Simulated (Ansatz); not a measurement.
Predict the output of the script below (Ansatz's Python interface).

`ir.extxyz`
```text
2
Lattice="2.75137789 0.0 0.0 -1.37568895 2.38276315 0.0 0.0 0.0 4.46229" Properties=species:S:1:pos:R:3 pbc="T T T"
Ir    1.37568896    0.79425438    3.34671750
Ir   -0.00000001    1.58850878    1.11557250
```

`ir_ecut.py`:
```python
"""Convergence of Ir with the plane-wave cutoff."""

import csv
import warnings

import ansatz as az


def main() -> None:
    warnings.simplefilter("ignore", az.DeckWarning)

    ir = az.Crystal.from_extxyz("ir.extxyz")

    job = (
        ir.calculation()
        .functional("pbesol")
        .kpoints(length=24)
        .occupations("methfessel_paxton", width=0.15)
    )

    rows = []
    for value in [250, 325, 400, 475]:
        r = job.basis(value).run(threads=1, pin="off").report
        rows.append((value, r["free_energy_ev"] / len(r["lattice"]["sites"]), r["n_iterations"], r["n_pw"]))

    with open("ecut.csv", "w", newline="") as handle:
        writer = csv.writer(handle)
        writer.writerow(["cutoff (eV)", "F/atom (eV)", "iterations", "plane waves"])
        writer.writerows([round(v, 5) if isinstance(v, float) else v for v in row] for row in rows)

    # differences from the last row
    for row in rows[:-1]:
        shift = 1000 * (row[1] - rows[-1][1])
        print(f"{row[0]}: {shift:+.2f} meV/atom" + ("  (within 1 meV)" if abs(shift) < 1 else ""))


if __name__ == "__main__":
    main()
```

```console
$ python ir_ecut.py
250: +1591.48 meV/atom
325: +47.54 meV/atom
400: +1.77 meV/atom
```

`ecut.csv`, as written:
```csv
cutoff (eV),F/atom (eV),iterations,plane waves
250,-11797.33516,6,263
325,-11798.8791,5,379
400,-11798.92487,5,549
475,-11798.92664,5,687
```

Notes:
- Spin is left out of this run.
- The mesh is modest for a metal, so energies can be off by several to tens of meV an atom and pressures by half a GPa or more; differences at equal mesh fare better.
- Spin-orbit coupling, which matters for elements this heavy, is left out.
- This isn't the structure that Ir takes at ambient conditions.
- Shifts are counted from the last row, which is itself no proven limit.
- The script silences the warnings on its input, which a real study should read.
- Wall time of the script: 5.2 s on 1 thread of Intel(R) Xeon(R) Platinum 8375C CPU @ 2.90GHz (Ice Lake), on a shared host, peak memory 0.37 GiB.

(Lines on the test bed's own set-up are left out of the output.)
